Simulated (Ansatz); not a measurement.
**LiSbH3+ (SMILES [Li+].[SbH3]): Born-Oppenheimer dynamics**

The task is to watch the atoms for 60 steps of 0.25 fs, started with velocities for 300 K and run with a Langevin thermostat.

Computed with Ansatz 0.2.0, Gaussian basis. Level: Hartree-Fock/STO-3G.

## (1) Starting geometry

The start, a pair relaxed at PBE0-D4: SMILES `[Li+].[SbH3]`, 5 atoms, charge 1, spin multiplicity 1.

Atoms are counted from 1 here; the program's logs count them from 0.

Bond lengths: Sb2–H3 1.735 Å, Sb2–H4 1.735 Å, Sb2–H5 1.735 Å. Angles: H3–Sb2–H4 86.5°, H3–Sb2–H5 86.5°, H4–Sb2–H5 86.5°.

As a file:

```xyz
5
H3LiSb
Li   -0.6636   -0.0269   -1.4370
Sb    0.4987    0.0193    1.0817
H     1.1451   -0.6736   -0.3720
H     0.0350    1.3757    0.1040
H    -1.0152   -0.6945    0.6234
```

## (2) The run

Input file md/in.yaml:

```yaml
crystal:
  periodic: [false, false, false]
  atoms:
    - {symbol: Li, position_ang: [-0.663621, -0.026933, -1.437021]}
    - {symbol: Sb, position_ang: [0.498700, 0.019264, 1.081679]}
    - {symbol: H, position_ang: [1.145077, -0.673596, -0.372007]}
    - {symbol: H, position_ang: [0.034971, 1.375731, 0.104023]}
    - {symbol: H, position_ang: [-1.015227, -0.694468, 0.623425]}
basis:
  gaussian: {orbitals: STO-3G}
total_charge: 1
hamiltonian: {xc: hf}
md: {n_steps: 60, timestep: 0.25, temperature: 300, ensemble: nvt_langevin, seed: 168, friction: 0.05, initial_velocities: maxwell_boltzmann}
```

Run with:

```console
$ ansatz run in.yaml --threads 2 --pin off --events-out ev --progress --plain --max-ram 5222MiB
```

What does the calculation give? Wanted: temperature at the start; mean temperature, second half; lowest and highest potential energy, from the first frame; largest change of potential + kinetic.

As calculated:

| quantity | value |
| --- | --- |
| length | 60 steps, 15.0 fs |
| temperature at the start | 240 K |
| mean temperature, second half | 195 K |
| lowest and highest potential energy, from the first frame | -54 and 11 meV |
| largest change of potential + kinetic | 127.2 meV |

What this shows: The thermostat trades energy with the molecule, so the sum of potential and kinetic energy isn't conserved: it changes by -127 meV over the run. The mean temperature of the second half is still well below the 300 K set. The instant temperature ranges from 97 to 240 K, as energy passes between motion and strain. The bonding pattern stays as it was. Under Langevin the temperature counts 3N degrees of freedom, more than the drawn velocities fill, so it starts at 240 K, not 300 K.
